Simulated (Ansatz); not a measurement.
# YbI2 (CdI2 type): equation of state

An exercise on one series of results from a longer session: the logs are not shown, and one member is left open.

Method: DFT PBEsol, scalar-relativistic, plane waves, PAW, in Ansatz 0.2.0.

## The starting structure

The structure is trigonal, space group P-3m1 (No. 164). The conventional cell has a = 4.358 Å, b = 4.358 Å, c = 7.117 Å, α = 90.00°, β = 90.00°, γ = 120.00°. Around Yb (site symmetry -3m) lie 6 I at 3.08 Å. I (site symmetry 3m) has 3 Yb at 3.08 Å as nearest neighbours.

Coordinates:

```
Yb I
1.0
     4.35849    0.00000    0.00000
    -2.17924    3.77456    0.00000
     0.00000    0.00000    7.11652
Yb I
1 2
Direct
  0.00000 0.00000 0.00000
  0.33333 0.66667 0.25051
  0.66667 0.33333 0.74949
```

This cell comes from an earlier session at PBEsol: 39.026 Å³/atom at -0.02 GPa, on a 8×8×6 mesh.

Volume factors to run: 0.980, 1.020, 0.960, 1.040.

Set-up of the first run:

Input file input.yaml:

```yaml
crystal:
  lattice:
    - [4.329232747, 0.0, 0.0]
    - [-2.1646163735, 3.7492255378, 0.0]
    - [0.0, 0.0, 7.0687611825]
  atoms:
    - { symbol: Yb, position: [0.0, 0.0, 0.0] }
    - { symbol: I, position: [0.3333333333, 0.6666666667, 0.250513292] }
    - { symbol: I, position: [0.6666666667, 0.3333333333, 0.749486708] }
basis:
  ecutwfc: 420
  ecutrho_ratio: 4
kpoints:
  mp_grid: { grid: [8, 8, 6] }
hamiltonian:
  xc: pbesol
scf:
  occupations: { method: gaussian, width: 0.05 }
output:
  forces: true
  stress: true
  eigenvalues: true
relax:
  f_tol: 0.01
  max_steps: 40
  cell: { stress_tol: 0.1, fix: [volume] }
```

Started as:

```
ansatz run input.yaml --threads 4 --pin off --max-ram 4096MiB --backend cpu --events-out ev --progress --plain --runs-dir out
```

Steps of the session up to this table: At 0.980 of the relaxed volume; Scaling the volume by 1.020; At 0.960 of the relaxed volume; At 1.040 of the relaxed volume.

One of the session's tables, all rows but one given; the rest of the session is left out.

It belongs to the step «Energy and pressure against volume». 

```
volume (Å³/atom)  energy (meV/atom)  pressure (GPa)  gap (eV)
          37.464               1.67            0.40      0.61
          38.245               0.35            0.17      0.64
          39.026               0.00           -0.02      0.67
          39.806                  ?               ?         ?
          40.587               1.22           -0.23      0.72
```

Q: Estimate the row for volume (Å³/atom) = 39.806 from the others.

Worked estimate for «energy (meV/atom)». A straight line through the neighbours (39.026, 0.00) and (40.587, 1.22) gives 0.00 + (1.22 − 0.00) × (39.806 − 39.026) / (40.587 − 39.026) = 0.61; a parabola fitted to 3 rows on both sides gives 0.29.

The run gave: energy (meV/atom): 0.44; pressure (GPa): -0.17; gap (eV): 0.70. In «energy (meV/atom)» the line misses by +0.17 and the parabola by -0.15.
